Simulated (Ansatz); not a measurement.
# Zr3Al2N5: the cost of one run

Computed with Ansatz 0.2.0 (DFT PBE, scalar-relativistic, plane waves, PAW, unless a step's input says otherwise).

**1. Starting point**

It takes space group I4/mmm (No. 139, tetragonal). The conventional cell has a = 3.354 Å, b = 3.354 Å, c = 23.717 Å, α = 90.00°, β = 90.00°, γ = 90.00°. Zr (site symmetry 4/mmm) is surrounded by 6 N at 2.37 Å. Zr (site symmetry 4mm) has 6 N at 2.37 Å as nearest neighbours. Al (site symmetry 4mm) is surrounded by 6 N at 2.37 Å. Around N (site symmetry 4mm) lie 5 Zr at 2.37 Å and 1 Al at 2.37 Å. N (site symmetry 4mm) is surrounded by 1 Zr at 2.37 Å and 5 Al at 2.37 Å. Around N (site symmetry 4/mmm) lie 6 Zr at 2.37 Å.

Structure file:

```
CELL_PARAMETERS angstrom
-1.67703 1.67703 11.85838
1.67703 -1.67703 11.85838
1.67703 1.67703 -11.85838
ATOMIC_POSITIONS crystal
Zr 0.00000 0.00000 0.00000
Zr 0.60000 0.60000 0.00000
Zr 0.40000 0.40000 0.00000
Al 0.20000 0.20000 0.00000
Al 0.80000 0.80000 0.00000
N 0.10000 0.10000 0.00000
N 0.70000 0.70000 0.00000
N 0.30000 0.30000 0.00000
N 0.90000 0.90000 0.00000
N 0.50000 0.50000 0.00000
```

The start is an ordering of an alloy on its end members' structure types: elements ordered on the sites of the AlN type, Zr/Al on Al (I4/mmm, No. 139).

**2. Probe: one point on a coarse mesh**

Contents of input.yaml:

```yaml
crystal:
  lattice:
    - [-1.67702818, 1.67702818, 11.85837995]
    - [1.67702818, -1.67702818, 11.85837995]
    - [1.67702818, 1.67702818, -11.85837995]
  atoms:
    - { symbol: Zr, position: [0.0, 0.0, 0.0] }
    - { symbol: Zr, position: [0.6, 0.6, 0.0] }
    - { symbol: Zr, position: [0.4, 0.4, 0.0] }
    - { symbol: Al, position: [0.2, 0.2, 0.0] }
    - { symbol: Al, position: [0.8, 0.8, 0.0] }
    - { symbol: "N", position: [0.1, 0.1, 0.0] }
    - { symbol: "N", position: [0.7, 0.7, 0.0] }
    - { symbol: "N", position: [0.3, 0.3, 0.0] }
    - { symbol: "N", position: [0.9, 0.9, 0.0] }
    - { symbol: "N", position: [0.5, 0.5, 0.0] }
basis:
  ecutwfc: 420
kpoints:
  mp_grid: { grid: [8, 8, 8] }
hamiltonian:
  xc: pbe
scf:
  occupations: { method: gaussian, width: 0.1 }
  lower_state_search: "off"
output:
  forces: true
  stress: true
  eigenvalues: true
```

Command:

```sh
$ ansatz run input.yaml --threads 4 --pin off --max-ram 8192MiB --backend cpu --events-out ev --progress --plain --runs-dir out
```

**Question.** How long does this run take on 4 threads of Arm Neoverse V2, shared host, and how much memory does it need?

About 6.2 s, with a peak of 0.61 GiB.
